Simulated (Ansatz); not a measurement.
I need the orbital character of the bands of BaSrI4, space group P4/mmm. Use the Python package of Ansatz (0.2.0). Use: LDA, PAW, cutoff 558 eV, 3×3×2 k-points, fixed occupations.

```cif
data_structure
_symmetry_space_group_name_H-M 'P 1'
_symmetry_Int_Tables_number 1
_cell_length_a 5.8071
_cell_length_b 5.8071
_cell_length_c 8.2510
_cell_angle_alpha 90.000
_cell_angle_beta 90.000
_cell_angle_gamma 90.000
_cell_volume 278.24
loop_
_atom_site_label
_atom_site_type_symbol
_atom_site_fract_x
_atom_site_fract_y
_atom_site_fract_z
_atom_site_occupancy
Ba1 Ba 0.50000 0.50000 0.00000 1
Sr1 Sr 0.00000 0.00000 0.50000 1
I1 I 0.00000 0.50000 0.25794 1
I2 I 0.50000 0.00000 0.25794 1
I3 I 0.00000 0.50000 0.74206 1
I4 I 0.50000 0.00000 0.74206 1
```

The script, `fatbands_basri4.py`:
```python
"""Fat bands of BaSrI4 at high-symmetry points."""

from pathlib import Path

import ansatz as az
from ase import Atoms
import pandas as pd

atoms = Atoms(
    ["Ba", "Sr", "I", "I", "I", "I"],
    scaled_positions=[
        (0.5, 0.5, 0.0),
        (0.0, 0.0, 0.5),
        (0.0, 0.5, 0.2579),
        (0.5, 0.0, 0.2579),
        (0.0, 0.5, 0.7421),
        (0.5, 0.0, 0.7421),
    ],
    cell=[
        (5.8071, 0.0, 0.0),
        (0.0, 5.8071, 0.0),
        (0.0, 0.0, 8.251),
    ],
    pbc=True,
)
structure = az.Crystal.from_ase(atoms)

points = {"G": (0.0, 0.0, 0.0), "X": (0.0, 0.5, 0.0), "M": (0.5, 0.5, 0.0), "Z": (0.0, 0.0, 0.5)}
setup = structure.calculation()
setup = setup.occupations("fixed")
setup = setup.functional("LDA")
setup = setup.basis(41 * az.Ry)
setup = setup.kpoints(3, 3, 2).band_structure(list(points.values()), intervals=1)
setup = setup.fat_bands()
result = setup.run(threads=1, backend="cpu")
rep = result.report
file = Path(result.write_results("results")) / "fatbands.tsv"
names = file.read_text().splitlines()[0].lstrip("# ").split("\t")
table = pd.read_csv(file, sep="\t", comment="#", names=names)
near = table[table.e_minus_ef.abs() < 3]
for ik, label in enumerate(points):
    print(label)
    for _, row in near[near.ik == ik].iterrows():
        main = row[names[4:]].astype(float).nlargest(2)
        print(f"   band {int(row.band):3d} {row.e_minus_ef:7.3f} eV  " + ", ".join(f"{k} {v:.2f}" for k, v in main.items()))
```

```console
$ python fatbands_basri4.py
G
   band  32  -2.805 eV  i2_l1_5P 0.20, i3_l1_5P 0.20
   band  33  -2.142 eV  i2_l1_5P 0.24, i4_l1_5P 0.24
   band  34  -2.142 eV  i3_l1_5P 0.24, i5_l1_5P 0.24
   band  35  -2.140 eV  i2_l1_5P 0.24, i3_l1_5P 0.24
   band  36  -2.031 eV  i3_l1_5P 0.27, i5_l1_5P 0.27
   band  37  -2.031 eV  i2_l1_5P 0.27, i4_l1_5P 0.27
   band  38  -0.435 eV  i2_l1_5P 0.24, i4_l1_5P 0.24
   band  39  -0.435 eV  i3_l1_5P 0.24, i5_l1_5P 0.24
   band  40  -0.415 eV  i2_l1_5P 0.25, i3_l1_5P 0.25
   band  41  -0.397 eV  i2_l1_5P 0.27, i4_l1_5P 0.27
   band  42  -0.397 eV  i3_l1_5P 0.27, i5_l1_5P 0.27
   band  43  -0.000 eV  i2_l1_5P 0.25, i3_l1_5P 0.25
   band  44   2.960 eV  sr1_l0_5S 0.38, ba0_l0_6S 0.05
X
   band  32  -2.314 eV  i2_l1_5P 0.47, i4_l1_5P 0.47
   band  33  -2.238 eV  i3_l1_5P 0.44, i5_l1_5P 0.44
   band  34  -1.857 eV  i2_l1_5P 0.41, i4_l1_5P 0.41
   band  35  -1.720 eV  i3_l1_5P 0.43, i5_l1_5P 0.43
   band  36  -1.492 eV  i3_l1_5P 0.49, i5_l1_5P 0.49
   band  37  -1.437 eV  i2_l1_5P 0.48, i4_l1_5P 0.48
   band  38  -1.417 eV  i3_l1_5P 0.48, i5_l1_5P 0.48
   band  39  -1.320 eV  i2_l1_5P 0.48, i4_l1_5P 0.48
   band  40  -1.239 eV  i2_l1_5P 0.49, i4_l1_5P 0.49
   band  41  -1.086 eV  i3_l1_5P 0.48, i5_l1_5P 0.48
   band  42  -0.367 eV  i3_l1_5P 0.48, i5_l1_5P 0.48
   band  43  -0.293 eV  i2_l1_5P 0.48, i4_l1_5P 0.48
M
   band  32  -2.911 eV  i2_l1_5P 0.20, i3_l1_5P 0.20
   band  33  -2.715 eV  i2_l1_5P 0.21, i3_l1_5P 0.21
   band  34  -2.155 eV  i2_l1_5P 0.25, i3_l1_5P 0.25
   band  35  -2.012 eV  i2_l1_5P 0.29, i4_l1_5P 0.29
   band  36  -2.012 eV  i3_l1_5P 0.29, i5_l1_5P 0.29
   band  37  -1.886 eV  i2_l1_5P 0.24, i3_l1_5P 0.24
   band  38  -0.461 eV  i2_l1_5P 0.41, i4_l1_5P 0.41
   band  39  -0.461 eV  i3_l1_5P 0.41, i5_l1_5P 0.41
   band  40  -0.447 eV  i2_l1_5P 0.24, i3_l1_5P 0.24
   band  41  -0.415 eV  i2_l1_5P 0.24, i3_l1_5P 0.24
   band  42   0.013 eV  i2_l1_5P 0.25, i3_l1_5P 0.25
   band  43   0.029 eV  i2_l1_5P 0.25, i3_l1_5P 0.25
   band  44   2.941 eV  sr1_l0_5S 0.17, i2_l1_5P 0.01
Z
   band  32  -2.186 eV  i3_l1_5P 0.25, i5_l1_5P 0.25
   band  33  -2.186 eV  i2_l1_5P 0.25, i4_l1_5P 0.25
   band  34  -2.009 eV  i2_l1_5P 0.27, i4_l1_5P 0.27
   band  35  -2.009 eV  i3_l1_5P 0.27, i5_l1_5P 0.27
   band  36  -1.991 eV  i2_l1_5P 0.22, i3_l1_5P 0.22
   band  37  -1.699 eV  i2_l1_5P 0.21, i3_l1_5P 0.21
   band  38  -1.362 eV  i2_l1_5P 0.24, i3_l1_5P 0.24
   band  39  -1.153 eV  i2_l1_5P 0.24, i3_l1_5P 0.24
   band  40  -0.449 eV  i3_l1_5P 0.26, i5_l1_5P 0.26
   band  41  -0.449 eV  i2_l1_5P 0.26, i4_l1_5P 0.26
   band  42  -0.323 eV  i2_l1_5P 0.31, i4_l1_5P 0.31
   band  43  -0.323 eV  i3_l1_5P 0.31, i5_l1_5P 0.31
```

Caveats:
- The computed bands are complete only to about 5.2 eV above the Fermi level.
- With fixed filling the reported Fermi level is the top filled level among the k-points of the SCF.
- This cell is a computed structure, which may not be the phase found in nature.
- Levels are Kohn-Sham eigenvalues on this mesh, without spin-orbit coupling.
- Energies are less the Fermi level and bands count from 0. Only the largest channels are printed, equivalent atoms hold more, and in degenerate sets the split between sites is arbitrary; shells that the potentials lack have no channel.
- It ran for 9.9 s on 1 thread of Intel(R) Xeon(R) 6975P-C (Granite Rapids), on a shared host, peak memory 0.66 GiB.

(Lines on the test bed's own set-up are left out of the output.)
